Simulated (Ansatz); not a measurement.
**BrH₂NZn: a ladder of functionals and wavefunction methods**

How much do the methods differ for BrH₂NZn? The plan is to run it at one geometry with functionals of several rungs and with coupled cluster, and see how far each lands from CCSD(T) at the basis-set limit for the atomisation energy.

The runs use Ansatz 0.2.0, Gaussian basis; functionals in def2-TZVPP, the program's frozen cores in correlated methods.

Levels to be run: LDA (SPW92), PBE-D4, revPBE-D4, BLYP-D4, r2SCAN-D4, B97M-V, PBE0-D4, B3LYP-D4, r2SCANh-D4, r2SCAN0-D4, HSE06-D4, BHLYP-D4, CAM-B3LYP-D4, LC-ωPBE, ωB97X-V, ωB97M-V, B2PLYP, PBE-QIDH; CCSD(T)/def2-SVP; CCSD(T)/def2-TZVPP; CCSD(T)/def2-QZVPP; extrapolation to the limit; RPA on PBE.

**1. The relaxed structure**

All runs share one geometry, relaxed beforehand with PBE0-D4 in a triple-zeta def2 set.

5 atoms, charge 0, spin multiplicity 1.

Atoms are counted from 1 here; the program's logs count them from 0.

Bond lengths: N1–Zn2 1.816 Å, N1–H4 1.011 Å, N1–H5 1.011 Å, Zn2–Br3 2.231 Å. Angles: Zn2–N1–H4 115.8°, Zn2–N1–H5 115.8°, H4–N1–H5 107.8°, N1–Zn2–Br3 175.4°.

**2. LDA**

This LDA is Slater exchange with PW92 correlation.

in.yaml

```yaml
crystal:
  periodic: [false, false, false]
  atoms:
    - {symbol: N, position_ang: [-0.462701, 0.756655, -0.440240]}
    - {symbol: Zn, position_ang: [0.584542, -0.546699, 0.267710]}
    - {symbol: Br, position_ang: [2.013768, -2.059624, 1.070742]}
    - {symbol: H, position_ang: [-1.103961, 0.461703, -1.164187]}
    - {symbol: H, position_ang: [-0.981848, 1.314164, 0.224575]}
basis:
  gaussian: {orbitals: def2-TZVPP}
hamiltonian: {xc: lda}
output: {orbitals: {seedname: orbitals}}
```

Command:

```
$ ansatz run in.yaml --threads 2 --pin off --events-out ev --progress --plain --max-ram 32768MiB --backend cpu
```

After this run come: PBE-D4 (GGA); revPBE-D4 (GGA); BLYP-D4 (GGA); r2SCAN-D4 (meta-GGA); B97M-V (meta-GGA); B3LYP-D4 (hybrid); r2SCANh-D4 (hybrid); r2SCAN0-D4 (hybrid); HSE06-D4 (hybrid); BHLYP-D4 (hybrid); CAM-B3LYP-D4 (range-separated); LC-ωPBE (range-separated); ωB97X-V (range-separated); ωB97M-V (range-separated); B2PLYP (double hybrid); PBE-QIDH (double hybrid); CCSD(T) in def2-SVP; CCSD(T) in def2-TZVPP; CCSD(T) in def2-QZVPP; RPA on PBE orbitals.

**Question.** What will the summary of the whole plan be? Wanted: atomisation energy, CCSD(T)/CBS; farthest beyond LDA; mean size of error, GGA; mean size of error, meta-GGA; mean size of error, hybrid; mean size of error, range-separated; mean size of error, double hybrid; gap, smallest and largest; T1 diagnostic.

The runs gave:

| quantity | value |
| --- | --- |
| atomisation energy, CCSD(T)/CBS | 13.543 eV |
| functionals within 0.135 eV (1.0 %) | PBE-D4, r2SCAN-D4, LC-ωPBE, ωB97X-V, ωB97M-V |
| farthest beyond LDA | BHLYP-D4 (-0.754 eV) |
| mean size of error, GGA | 0.290 eV |
| mean size of error, meta-GGA | 0.196 eV |
| mean size of error, hybrid | 0.322 eV |
| mean size of error, range-separated | 0.088 eV |
| mean size of error, double hybrid | 0.271 eV |
| gap, smallest and largest | 4.05 eV (BLYP-D4), 11.29 eV (LC-ωPBE) |
| T1 diagnostic | 0.0124 |
| triples share of the correlation energy | 3.2 % |

In words: The LDA atomisation energy is off by 2.092 eV (15 %): it overbinds. PBE-D4 misses by +0.095 eV. Double hybrids carry the basis error of their MP2 part in triple zeta, and no dispersion term here, so their miss is partly the set-up's. Taken by rung, range-separated functionals do best (0.088 eV on average) and hybrid ones worst beyond LDA (0.322 eV). The mean of the hybrids holds BHLYP, with half exact exchange. The reference freezes the cores and leaves out relativity and excitations past (T), and its outer-core shells are covered unevenly, so misses under about 0.135 eV can't be ranked. All levels share the lack of spin-orbit coupling, which lowers the free heavy atoms and so the true binding. Hartree-Fock recovers 65 % of the binding; the rest is correlation. CCSD(T) in def2-SVP is off by -1.478 eV, more than most functionals: a good method in a small basis is no reference. Orbital gaps span 4.0 to 11.3 eV; exact exchange widens them. For Zn the d shell is correlated and the shells below it are frozen. Correlated methods include outer-core shells of Br, which these sets cover unevenly.
